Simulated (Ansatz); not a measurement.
Working through a table of relaxed lattice constants and trends of a series on the Cu3Au structure: Ca3Be, Ca3Mg, SrCa3

Computed with the Python package of Ansatz (0.2.0).

The cells in order, each with its output:

In [1]:
```python
import warnings

import ansatz as az
import numpy as np
from tabulate import tabulate
```

In [2]:
```python
def cu3au(first, second, a):
    return (
        az.Lattice.cubic(a)
        .space_group(221)
        .atom(first, (0, 0, 0))
        .atom(second, (0, 0.5, 0.5))
    )
```

In [3]:
```python
def solve(name, crystal, relax=True):
    calc = crystal.calculation()
    calc = calc.functional(az.Functional.LDA)
    calc = calc.basis(550).kpoints(spacing=0.33)
    calc = calc.occupations("cold", width=0.05)
    calc = calc.stress().band_table()
    if relax:
        calc = calc.relax(force_tolerance=0.02, max_steps=60, cell=True)
    return calc.run(threads=1, backend="cpu")
```

In [4]:
```python
def bulk_modulus(name, outcome, step=0.015):
    # B = -V dP/dV from the pressures of two uniformly scaled cells, atoms held at their fractions
    pressure = []
    for factor in (1 - step, 1.0, 1 + step):
        cell = az.Crystal(lattice=az.Lattice.of(outcome.lattice.cell_ang * factor ** (1 / 3)))
        for site in outcome.report["lattice"]["sites"]:
            cell = cell.atom(site["symbol"], site["position_frac"])
        pressure.append(np.trace(solve(name, cell, relax=False).report["stress_gpa"]) / 3)
    slope, bend = (pressure[0] - pressure[2]) / (2 * step), abs(pressure[0] + pressure[2] - 2 * pressure[1])
    # a jump of mesh or basis between the cells shows as a kink: no modulus then
    return float(slope) if bend < 12 * step**2 * abs(slope) + 0.15 and abs(pressure[1]) < 1.5 else float("nan")
```

In [5]:
```python
def volume_per_atom(outcome):
    return abs(np.linalg.det(outcome.lattice.cell_ang)) / len(outcome.lattice.sites)

# the lattice constants below are starting guesses
warnings.simplefilter("ignore", az.DeckWarning)
```

In [6]:
```python
phases = {}
phases["Ca3Be"] = cu3au("Be", "Ca", 4.54)
phases["Ca3Mg"] = cu3au("Mg", "Ca", 5.29)
phases["SrCa3"] = cu3au("Sr", "Ca", 6.19)
```

In [7]:
```python
done = {}
for name, crystal in phases.items():
    done[name] = solve(name, crystal)
    print(f"{name}: {done[name].report['energy_sigma0_ev']:.4f} eV, {len(done[name].lattice.sites)} atoms")
```
```text
Ca3Be: -5404.5757 eV, 4 atoms
Ca3Mg: -7219.5514 eV, 4 atoms
SrCa3: -8762.1026 eV, 4 atoms
```

In [8]:
```python
rows = [(name, float(np.linalg.norm(o.lattice.cell_ang[0])), volume_per_atom(o), bulk_modulus(name, o)) for name, o in done.items()]
print(tabulate(rows, headers=["compound", "a (A)", "V (A^3/atom)", "B (GPa)"], floatfmt=".4f", tablefmt="psql"))
```
```text
+------------+---------+----------------+-----------+
| compound   |   a (A) |   V (A^3/atom) |   B (GPa) |
|------------+---------+----------------+-----------|
| Ca3Be      |  4.8170 |        27.9430 |   26.3634 |
| Ca3Mg      |  5.1003 |        33.1678 |   23.7311 |
| SrCa3      |  5.4395 |        40.2353 |   17.9601 |
+------------+---------+----------------+-----------+
```

From smallest to largest: Ca3Be (27.94 Å³), Ca3Mg (33.17 Å³) and SrCa3 (40.24 Å³). The largest is 44 % above the smallest.

Total energies depend on the potentials; only differences at equal settings carry meaning. For the metals among these phases the mesh is modest: differences between phases can be off by up to 40 meV an atom. The bulk modulus is taken at fixed shape and positions, an upper value where these are free. Pressure is positive in compression. The cells are built on a prototype by substitution; a member may or may not take this structure in nature. Hardware and time: 61 s on 1 thread of Arm Neoverse V2 (shared host), peak memory 0.53 GiB.

(Lines on the test bed's own set-up are left out of the output.)
